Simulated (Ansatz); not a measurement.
# GaPbI3: one candidate of a structure search

Where does this trial cell of GaPbI3 go when cell and atoms are let free?

Program: Ansatz 0.2.0. Level of theory: DFT PBE, scalar-relativistic, plane waves, PAW. These are calculated values, not measurements.

**1. Starting point**

Symmetry: Pm-3m, No. 221, cubic system. Conventional cell: a = 5.745 Å, b = 5.745 Å, c = 5.745 Å, α = 90.00°, β = 90.00°, γ = 90.00°. Around Ga (site symmetry m-3m) lie 12 I at 4.06 Å. Pb (site symmetry m-3m) is surrounded by 6 I at 2.87 Å. I (site symmetry 4/mmm) is surrounded by 2 Pb at 2.87 Å and 4 Ga at 4.06 Å.

Coordinates:

```cif
data_structure
_symmetry_space_group_name_H-M 'Pm-3m'
_symmetry_Int_Tables_number 221
_cell_length_a 5.7454
_cell_length_b 5.7454
_cell_length_c 5.7454
_cell_angle_alpha 90.000
_cell_angle_beta 90.000
_cell_angle_gamma 90.000
_cell_volume 189.66
loop_
_atom_site_label
_atom_site_type_symbol
_atom_site_symmetry_multiplicity
_atom_site_Wyckoff_symbol
_atom_site_fract_x
_atom_site_fract_y
_atom_site_fract_z
_atom_site_occupancy
Ga1 Ga 1 a 0.00000 0.00000 0.00000 1
Pb1 Pb 1 b 0.50000 0.50000 0.50000 1
I1 I 3 c 0.00000 0.50000 0.50000 1
```

The cell is invented: random cell by space group and Wyckoff sites (Pm-3m, No. 221). Its size is a rough estimate.

**2. Probe: one point on a coarse mesh**

input.yaml reads:

```yaml
crystal:
  lattice:
    - [5.74544586, 0.0, 0.0]
    - [0.0, 5.74544586, 0.0]
    - [0.0, 0.0, 5.74544586]
  atoms:
    - { symbol: Ga, position: [0.0, 0.0, 0.0] }
    - { symbol: Pb, position: [0.5, 0.5, 0.5] }
    - { symbol: I, position: [0.0, 0.5, 0.5] }
    - { symbol: I, position: [0.5, 0.0, 0.5] }
    - { symbol: I, position: [0.5, 0.5, 0.0] }
basis:
  ecutwfc: 420
kpoints:
  mp_grid: { grid: [4, 4, 4] }
hamiltonian:
  xc: pbe
scf:
  occupations: { method: gaussian, width: 0.1 }
  lower_state_search: "off"
output:
  forces: true
  stress: true
  eigenvalues: true
```

Run with:

```console
ansatz run input.yaml --threads 1 --pin off --max-ram 2048MiB --backend cpu --events-out ev --progress --plain --runs-dir out
```

Further runs follow: a loose first relaxation; relaxation on the finer mesh.

Before running it: what results should come out? Wanted: conventional cell; volume; energy over the elements; gap on the mesh.

**Answer**, as computed:

| quantity | value |
| --- | --- |
| symmetry at the end (tolerance 0.02 Å) | space group Pm-3m (No. 221) |
| conventional cell | a = 6.328 Å, b = 6.328 Å, c = 6.328 Å, α = 90.00°, β = 90.00°, γ = 90.00° |
| volume | 50.67 Å³/atom |
| energy over the elements | -0.30 eV/atom |
| gap on the mesh | 1.27 eV |

**Reading.** The space group Pm-3m (No. 221) is kept, and the volume per atom grows by 33.6 % from the first guess. A negative formation energy is needed for stability but isn't enough; other structures and compounds were not set against it here. No finished test with a distortion of lower symmetry is shown, so the end may be a saddle point. These runs have no spin-orbit coupling; with I, Pb it would split and shift bands.
